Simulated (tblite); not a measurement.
# How the settings of tblite move a run on NbP

Simulated with tblite 0.8.0. This is a test of settings. The cell began as a database structure and was relaxed with r2SCAN in plane waves (Ansatz 0.2.0). All runs are without spin polarisation.

It is tetragonal, I4_1md (No. 109); a = 3.338 Å, c = 11.464 Å in the conventional setting, 15.97 Å³ an atom. Around Nb lie 6 P at 2.54–2.55 Å; around P lie 6 Nb at 2.54–2.55 Å.

The base run uses GFN1-xTB on a cluster of 72 atoms.

```python
import json
from ase import Atoms
from ase.build import make_supercell
from ase.units import Bohr, GPa, Hartree
from tblite.interface import Calculator

atoms = Atoms(['Nb', 'Nb', 'P', 'P'],
              cell=[[-1.66918374, 1.66918374, 5.7320231], [1.66918374, -1.66918374, 5.7320231], [1.66918374, 1.66918374, -5.7320231]],
              scaled_positions=[[0.749822362, 0.749822362, 0.0], [0.499822362, 0.999822362, 0.5], [0.332806213, 0.332806213, 0.0], [0.082806213, 0.582806213, 0.5]],
              pbc=True)
cluster = make_supercell(atoms, [[0, 3, 3], [3, 0, 3], [1, 1, 0]])
calc = Calculator('GFN1-xTB', cluster.numbers, cluster.positions / Bohr, lattice=cluster.cell[:] / Bohr, periodic=cluster.pbc)
calc.set('temperature', 0.02 / Hartree)
calc.set('max-iter', 150)
res = calc.singlepoint()
levels = res.get('orbital-energies') * Hartree
nv = round(res.get('orbital-occupations').sum() / 2)
cells = len(cluster) // len(atoms)
out = {'energy_per_cell': res.get('energy') * Hartree / cells, 'homo': levels[nv - 1], 'lumo': levels[nv],
       'stress': (-res.get('virial') * Hartree / cluster.get_volume() / GPa).tolist(), 'charges': res.get('charges')[:len(atoms)].tolist(), 'electrons': 2 * nv / cells}
json.dump(out, open('results.json', 'w'))
for key, value in out.items():
    print(key, value)
```

Command: `python run.py`. It took 9.4 s on 1 thread of Arm Neoverse V1, with other jobs on the host, peak memory 0.15 GiB.

It converged with a level spacing of 0.01 eV, too small to call a gap and a pressure of -1.54 GPa (positive in compression). xTB was fitted to molecules, so gaps, charges and pressures of solids can be far off.

Each further run moved one setting: accuracy (scale of the thresholds); temperature (electronic temperature in eV); max-iter (limit on cycles); cluster (size of the cluster in conventional cells). Changes are from the base run, which isn't itself converged in every setting; energies of another Hamiltonian, functional, basis or charge aren't compared, and those at a high electronic temperature are mostly its entropy term.

| setting | how it ended | gap change (eV) | energy change (meV/atom) | pressure change (GPa) | time (s) |
| --- | --- | --- | --- | --- | --- |
| accuracy = 10.0 | converged | 0.00 | 0.0 | 0.00 | 7 |
| temperature = 0.001 | converged | -0.01 | 2.0 | 0.12 | 11 |
| temperature = 0.3 | converged | 0.00 | -219.7 | 4.09 | 8.9 |
| max-iter = 5 (poor on purpose) | not converged | – | – | – | 6.3 |
| cluster = 1x1x1 (poor on purpose) | converged | 0.77 | -55.0 | 12.27 | 1.2 |

accuracy = 10.0 changes nothing that matters here. With max-iter = 5 the cycle ended unconverged.

The end of the log, shortened, for max-iter = 5:

```
------------------------------------------------------------
  cycle        total energy    energy error   density error
------------------------------------------------------------
      1     -163.1973466106  -1.6309949E+02   8.5923359E-01
      2     -66.69220952543   9.6505137E+01   1.1947632E+00
      3      113.2196872887   1.7991190E+02   1.9189835E+00
      4     -58.49372536126  -1.7171341E+02   1.0993789E+00
      5     -165.9212656331  -1.0742754E+02   1.8305073E-01
------------------------------------------------------------
 total:                                   5.682 sec
tblite.exceptions.TBLiteRuntimeError: SCF not converged in 5 cycles
```

Spin-orbit coupling is left out.
